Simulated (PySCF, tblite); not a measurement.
**C2H10Ge2Si2: geometry, infrared bands and NMR shifts**

Wanted: the infrared bands and NMR shifts of C2H10Ge2Si2 (`C#[C][GeH2][Si@@H]([SiH3])[GeH3]`), by calculation.

Programs: tblite 0.8.0 and PySCF 2.14.0, with density-fitted response routines of our own. Each step states its level of theory. These are calculated values for one molecule in the gas phase, unless marked as measured. Atoms are numbered from 0 throughout.

## Step 1: The starting structure

16 atoms, charge 0, multiplicity 1; geometry from: force field or distance geometry start.

Bonds of the start (Å): C0–C1 1.21, C1–Ge2 1.90, Ge2–Si3 2.32, Si3–Si4 2.21, Si3–Ge5 2.30, C0–H6 1.07, Ge2–H7 1.53, Ge2–H8 1.54, Si3–H9 1.49, Si4–H10 1.48, Si4–H11 1.48, Si4–H12 1.47, Ge5–H13 1.54, Ge5–H14 1.54, Ge5–H15 1.55.

## Step 2: Relaxing the molecule with GFN2-xTB

Job settings and geometry (Å):

```
{"job": {"kind": "relax", "xc": "GFN2-xTB", "basis": "xTB"}, "charge": 0, "multiplicity": 1}
C      3.670400     0.608600     0.223400
C      2.712000    -0.126400     0.161900
Ge     1.233300    -1.324200     0.084800
Si    -0.671300    -0.164000     0.711700
Si    -0.454800     1.980700     0.220800
Ge    -2.614800    -1.103100    -0.084500
H      4.517600     1.262800     0.268500
H      1.491400    -2.426100     1.115400
H      1.146900    -1.887800    -1.345500
H     -0.734400    -0.265900     2.194500
H     -0.324200     2.208500    -1.233900
H      0.792800     2.466600     0.843600
H     -1.586500     2.768400     0.730000
H     -3.751700    -0.072100     0.029500
H     -2.480400    -1.632300    -1.525300
H     -2.953800    -2.284800     0.861200
```

Command:

```
$ OMP_NUM_THREADS=1 python probes_run.py task.json out
```

One launch serves the whole session: the jobs run in the order shown.

The log of the run:

```text
step      E/eV     max force
  0    -451.06572    1.916
  1    -451.15339    0.752
  2    -451.19118    2.567
  3    -451.23763    1.124
  4    -451.26987    0.717
  5    -451.35067    0.394
  6    -451.36808    0.389
  7    -451.39645    0.254
  8    -451.40660    0.303
  9    -451.41626    0.279
 10    -451.42285    0.241
 11    -451.42986    0.263
 12    -451.43510    0.232
 13    -451.43871    0.163
 14    -451.44093    0.159
 15    -451.44248    0.106
 16    -451.44356    0.100
 17    -451.44441    0.116
 18    -451.44503    0.085
 19    -451.44535    0.036
 20    -451.44550    0.036
 21    -451.44563    0.030
 22    -451.44580    0.034
 23    -451.44598    0.038
 24    -451.44611    0.030
 25    -451.44617    0.017
 26    -451.44621    0.023
 27    -451.44626    0.024
 28    -451.44632    0.024
 29    -451.44638    0.026
 30    -451.44646    0.039
 31    -451.44659    0.058
 32    -451.44679    0.069
 33    -451.44703    0.062
 34    -451.44723    0.041
 35    -451.44733    0.019
 36    -451.44738    0.018
 37    -451.44743    0.023
 38    -451.44751    0.042
 39    -451.44764    0.058
 40    -451.44781    0.060
 41    -451.44797    0.041
 42    -451.44805    0.020
 43    -451.44808    0.016
 44    -451.44812    0.021
 45    -451.44818    0.030
 46    -451.44826    0.031
 47    -451.44831    0.020
 48    -451.44834    0.012
 49    -451.44835    0.012
 50    -451.44836    0.013
 51    -451.44839    0.024
 52    -451.44845    0.033
 53    -451.44851    0.032
 54    -451.44855    0.018
 55    -451.44857    0.009
```

Wall time 0.81 s (1 thread of Arm Neoverse N1, shared host); peak memory 0.18 GiB.

The steps of the relaxation: (not every step is listed)

```
step  energy from step 0 (eV)  largest force (eV/Å)
   0                   0.0000                1.9162
   1                  -0.0877                0.7521
   2                  -0.1255                2.5666
   3                  -0.1719                1.1236
   4                  -0.2042                0.7165
   5                  -0.2849                0.3939
   6                  -0.3024                0.3891
   7                  -0.3307                0.2540
   8                  -0.3409                0.3033
  12                  -0.3694                0.2321
  16                  -0.3778                0.1001
  20                  -0.3798                0.0360
  24                  -0.3804                0.0305
  28                  -0.3806                0.0242
  32                  -0.3811                0.0689
  36                  -0.3817                0.0184
  40                  -0.3821                0.0601
  44                  -0.3824                0.0214
  48                  -0.3826                0.0124
  50                  -0.3826                0.0131
  51                  -0.3827                0.0242
  52                  -0.3827                0.0333
  53                  -0.3828                0.0323
  54                  -0.3828                0.0175
  55                  -0.3829                0.0095
```

Distances of close pairs at the start and the end, largest changes first:

```
   bond  before (Å)  after (Å)  change (Å)
Si3–Si4       2.211      2.331      +0.120
Si3–Ge5       2.301      2.352      +0.052
Ge5–H15       1.551      1.502      -0.049
Ge2–Si3       2.317      2.361      +0.044
Ge5–H14       1.541      1.502      -0.039
Ge5–H13       1.539      1.502      -0.037
 Ge2–H8       1.540      1.512      -0.027
 Ge2–H7       1.531      1.512      -0.019
```

The end geometry stands in the next job.

## Step 3: Infrared spectrum with GFN2-xTB

Job settings and geometry (Å):

```
{"job": {"kind": "ir", "xc": "GFN2-xTB", "basis": "xTB"}, "charge": 0, "multiplicity": 1}
C      3.694186     0.535238     0.200724
C      2.768048    -0.232348     0.170436
Ge     1.234996    -1.357294     0.151729
Si    -0.651503    -0.116518     0.839888
Si    -0.460155     2.125323     0.230966
Ge    -2.589510    -1.132248    -0.023814
H      4.518827     1.190395     0.222067
H      1.652238    -2.555966     0.973194
H      1.203332    -1.895148    -1.261528
H     -0.725428    -0.291128     2.302309
H     -0.382715     2.258394    -1.226773
H      0.738253     2.735509     0.807117
H     -1.617557     2.902656     0.681777
H     -3.779542    -0.215557    -0.051212
H     -2.496231    -1.596654    -1.449463
H     -3.114837    -2.345710     0.688656
```

The log of the run:

```text
mode    cm-1     km/mol
  1     -10.9      0.03
  2      17.0      0.05
  3      22.2      0.05
  4      48.6      1.12
  5      70.0      1.94
  6      85.7      1.49
  7     100.3      5.43
  8     199.3      0.91
  9     235.9     11.91
 10     272.3     12.42
 11     309.2     15.58
 12     343.9     24.85
 13     353.4     22.76
 14     373.9     10.46
 15     439.9     43.94
 16     446.1      2.04
 17     465.0      3.61
 18     508.6     37.18
 19     570.5    329.61
 20     603.5    434.61
 21     624.5    141.11
 22     655.6      8.31
 23     684.5     98.34
 24     694.5    132.31
 25     766.3    674.59
 26     797.0    102.45
 27     804.5     82.09
 28     816.7    600.21
 29     854.0    250.04
 30     890.6    117.73
 31     892.2    123.28
 32    1871.8    329.81
 33    1913.8    245.28
 34    1930.4    424.55
 35    2007.6    496.54
 36    2010.5    490.10
 37    2128.5    340.91
 38    2181.0      8.91
 39    2230.0    236.07
 40    2234.4    332.65
 41    2254.6    274.43
 42    3338.8      0.77
```

It took 1.2 s on 1 thread of Arm Neoverse N1, shared host; peak memory 0.18 GiB.

The strongest bands and the atoms that carry them (share of the mass-weighted mode):

```csv
cm⁻¹,km/mol,atoms
604,434.6,"H9 67 %, H8 18 %"
766,674.6,"H10 29 %, H12 28 %, H11 27 %"
817,600.2,"H15 29 %, H14 28 %, H13 28 %"
1930,424.6,"H8 50 %, H7 47 %"
2008,496.5,"H15 64 %, H13 18 %, H14 17 %"
2010,490.1,"H14 50 %, H13 48 %"
2128,340.9,H9 96 %
2234,332.6,H12 91 %
```

## Step 4: NMR shieldings: PBE0/pcSseg-1

Settings changed since step 3:

```diff
@@ -1,2 +1,2 @@
-{"job": {"kind": "ir", "xc": "GFN2-xTB", "basis": "xTB"}, "charge": 0, "multiplicity": 1}
+{"job": {"kind": "nmr", "xc": "PBE0", "basis": "pcSseg-1"}, "charge": 0, "multiplicity": 1}
 C      3.694186     0.535238     0.200724
```

Method: GIAO PBE0/pcSseg-1 NMR shielding, non-relativistic, gas phase.

The log of the run:

```text
coarse grid: 62736 points
cycle   1  E = -4813.6993501052  dE = -1.074e+00  |g| = 1.220e+00  |ddm| = 3.939e+00
cycle   2  E = -4813.6655554911  dE =  3.379e-02  |g| = 1.203e+00  |ddm| = 1.355e+00
cycle   3  E = -4813.8014470423  dE = -1.359e-01  |g| = 1.138e-01  |ddm| = 8.461e-01
cycle   4  E = -4813.8032568699  dE = -1.810e-03  |g| = 3.280e-02  |ddm| = 1.460e-01
cycle   5  E = -4813.8035003247  dE = -2.435e-04  |g| = 1.583e-02  |ddm| = 4.041e-02
cycle   6  E = -4813.8035625719  dE = -6.225e-05  |g| = 3.057e-03  |ddm| = 1.436e-02
cycle   7  E = -4813.8035653850  dE = -2.813e-06  |g| = 4.358e-04  |ddm| = 4.687e-03
final grid: 126064 points
cycle   8  E = -4813.8035977853  dE = -2.924e-08  |g| = 4.952e-04  |ddm| = 1.790e-03
cycle   9  E = -4813.8035977674  dE =  1.790e-08  |g| = 6.385e-04  |ddm| = 8.811e-04
cycle  10  E = -4813.8035978199  dE = -5.253e-08  |g| = 1.145e-04  |ddm| = 4.474e-04
cycle  11  E = -4813.8035978231  dE = -3.163e-09  |g| = 2.603e-05  |ddm| = 9.459e-05
cycle  12  E = -4813.8035978232  dE = -1.783e-10  |g| = 3.251e-06  |ddm| = 2.284e-05
converged SCF energy = -4813.8035978232

GIAO shielding tensors (ppm)
atom      isotropic    diamagn.    paramagn.     s11        s22        s33       span
  0 C       81.041     259.748    -178.707     -4.330     -3.205    250.659    254.989
  1 C      101.237     269.470    -168.233      3.868      7.258    292.584    288.716
  2 Ge    1611.591    2755.470   -1143.879   1551.192   1602.742   1680.839    129.647
  3 Si     479.392     880.559    -401.166    471.795    480.246    486.136     14.341
  4 Si     458.262     880.194    -421.932    444.296    457.914    472.576     28.280
  5 Ge    1692.026    2756.182   -1064.156   1653.387   1671.488   1751.204     97.816
  6 H       29.843      33.376      -3.533     24.126     24.756     40.645     16.519
  7 H       27.268      27.752      -0.484     19.857     22.541     39.407     19.550
  8 H       27.447      28.683      -1.236     20.168     23.366     38.806     18.638
  9 H       28.114      28.651      -0.537     24.057     25.542     34.744     10.687
 10 H       28.082      29.713      -1.631     24.959     25.915     33.371      8.412
 11 H       27.815      30.004      -2.189     23.416     26.638     33.391      9.975
 12 H       28.032      29.024      -0.992     23.970     25.860     34.267     10.297
 13 H       28.449      28.978      -0.529     21.112     23.265     40.971     19.859
 14 H       28.538      29.342      -0.804     21.499     23.719     40.394     18.895
 15 H       28.374      28.689      -0.316     21.420     22.599     41.102     19.682
```

Wall time 71 s (1 thread of Arm Neoverse N1, shared host); peak memory 1.1 GiB.

Shifts follow as δ = σ(reference) − σ, with reference shieldings (ppm) from runs at the same level and on the same kind of geometry: ¹H TMS 31.72, ¹³C TMS 186.9, ²⁹Si TMS 349.2, ⁷³Ge GeMe4 1331. The references are single molecules in the gas phase. Atoms listed in one row are averaged.

| atoms | environment | σ (ppm) | δ (ppm) |
| --- | --- | --- | --- |
| C0 | terminal alkyne carbon | 81.0 | 105.9 |
| C1 | alkyne carbon | 101.2 | 85.7 |
| H7 | hydrogen on a germanium bonded to C, Si | 27.27 | 4.45 |
| H8 | hydrogen on a germanium bonded to C, Si | 27.45 | 4.27 |
| H10, H11, H12 | hydrogen on a silicon bonded to Si | 27.98 | 3.74 |
| H9 | hydrogen on a silicon bonded to 2 Ge, Si | 28.11 | 3.60 |
| H13, H14, H15 | hydrogen on a germanium bonded to Si | 28.45 | 3.26 |
| H6 | hydrogen on a terminal alkyne carbon | 29.84 | 1.87 |
| Ge2 | germanium bonded to C, Si, 2 H | 1612 | -281 |
| Ge5 | germanium bonded to Si, 3 H | 1692 | -361 |
| Si4 | silicon bonded to Si, 3 H | 458.3 | -109.1 |
| Si3 | silicon bonded to 2 Ge, Si, H | 479.4 | -130.2 |

The run also stored atomic charges by several schemes (e):

```csv
atoms,Mulliken,IAO,Hirshfeld,ESP fit
C0,-0.30,-0.21,-0.10,-0.37
C1,-0.15,-0.29,-0.16,-0.11
Ge2,0.22,0.40,0.26,0.21
Si3,0.08,0.04,0.10,0.05
Si4,0.28,0.33,0.22,0.23
Ge5,-0.13,0.19,0.19,0.08
```

Mayer bond orders: C0–C1 2.69, C1–Ge2 0.78, Ge2–Si3 0.87, Si3–Si4 0.89, Si3–Ge5 0.88.

## Step 5: What came out

```
                                                              quantity                                   value
                             strongest single infrared mode (GFN2-xTB)                    766 cm⁻¹, 675 km/mol
                                          zero-point energy (GFN2-xTB)                           54.4 kcal/mol
                                ¹³C shifts against TMS (PBE0/pcSseg-1)                         105.9, 85.7 ppm
¹H shifts against TMS (PBE0/pcSseg-1, means over atoms taken as alike)  4.45, 4.27, 3.74, 3.60, 3.26, 1.87 ppm
                             ⁷³Ge shifts against GeMe4 (PBE0/pcSseg-1)                          -281, -361 ppm
                               ²⁹Si shifts against TMS (PBE0/pcSseg-1)                      -109.1, -130.2 ppm
```

Over 55 steps the energy fell by 0.383 eV; of the close pairs, Si3–Si4 changed most, 2.211 to 2.331 Å. The lowest mode is slightly imaginary (11i cm⁻¹), a soft motion within the noise of the Hessian, so the minimum is not strictly shown. The strongest single mode, at 766 cm⁻¹, has its largest shares on H10, H12 and H11 (the list is cut at 3 atoms). Unscaled tight-binding wavenumbers are off by several per cent, some by more. Its intensities can rank the bands wrongly. At PBE0/pcSseg-1: The widest tensor belongs to C1: span 289 ppm, with a paramagnetic part of -168 ppm. Spin-orbit coupling is left out, which matters for shieldings and couplings at and beside the heavy atoms.
